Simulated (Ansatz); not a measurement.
Run this with Ansatz 0.2.0 through its Python package and show what comes out.

`disp.py`:
```python
"""Size of D3 and D4 in C3H7BS."""

import logging
import sys

import ansatz as az

logging.basicConfig(stream=sys.stdout, format="%(name)s: %(message)s")
logger = logging.getLogger("c3h7bs")
logger.setLevel(logging.INFO)

config = {
    "basis_set": "def2-SVP",
}

c3h7bs = (
    az.Crystal.molecule()
    .atom("C", (-1.1839, 0.5324, 0.3439))
    .atom("C", (0.2115, 0.1088, 0.1901))
    .atom("S", (1.2568, 0.2176, 1.6411))
    .atom("B", (1.0242, 0.4966, -1.1946))
    .atom("C", (0.4905, -1.0086, -0.7504))
    .atom("H", (-1.2495, 1.6461, 0.682))
    .atom("H", (-1.725, -0.0552, 1.0839))
    .atom("H", (-1.7464, 0.5325, -0.6375))
    .atom("H", (0.554, -0.7461, 2.387))
    .atom("H", (1.4449, 1.2494, -1.9228))
    .atom("H", (-0.373, -1.3824, -1.3139))
    .atom("H", (1.3728, -1.6462, -0.4747))
)

setup = c3h7bs.calculation().basis(gaussian=config["basis_set"])
for name in ["b3lyp", "revpbe"]:
    for correction in ("d3bj", "d4"):
        data = setup.functional(name, dispersion=correction).run(threads=1).report
        logger.info(f"{name:8s} {correction:5s} total {data['free_energy_ev']:.5f} eV, of which dispersion {1000 * data['dispersion']['energy']['ev']:.2f} meV")
```

```console
$ python disp.py
c3h7bs: b3lyp    d3bj  total -14729.36179 eV, of which dispersion -486.26 meV
c3h7bs: b3lyp    d4    total -14729.31058 eV, of which dispersion -435.06 meV
c3h7bs: revpbe   d3bj  total -14725.91318 eV, of which dispersion -699.60 meV
c3h7bs: revpbe   d4    total -14726.07190 eV, of which dispersion -858.32 meV
```

Reading the output:
- Total energies depend on the basis set; only differences at equal settings carry meaning.
- The geometry is a force-field or estimated start, not a minimum of this method, and the basis set is short of its limit. D4 holds the three-body term, and d3bj doesn't.
- b3lyp holds the VWN-RPA fit, as in Gaussian; the form of ORCA and Turbomole is b3lyp5.
- Run time: 6.9 s on 1 thread of Intel(R) Xeon(R) 6975P-C (Granite Rapids) (shared host), peak memory 0.27 GiB.
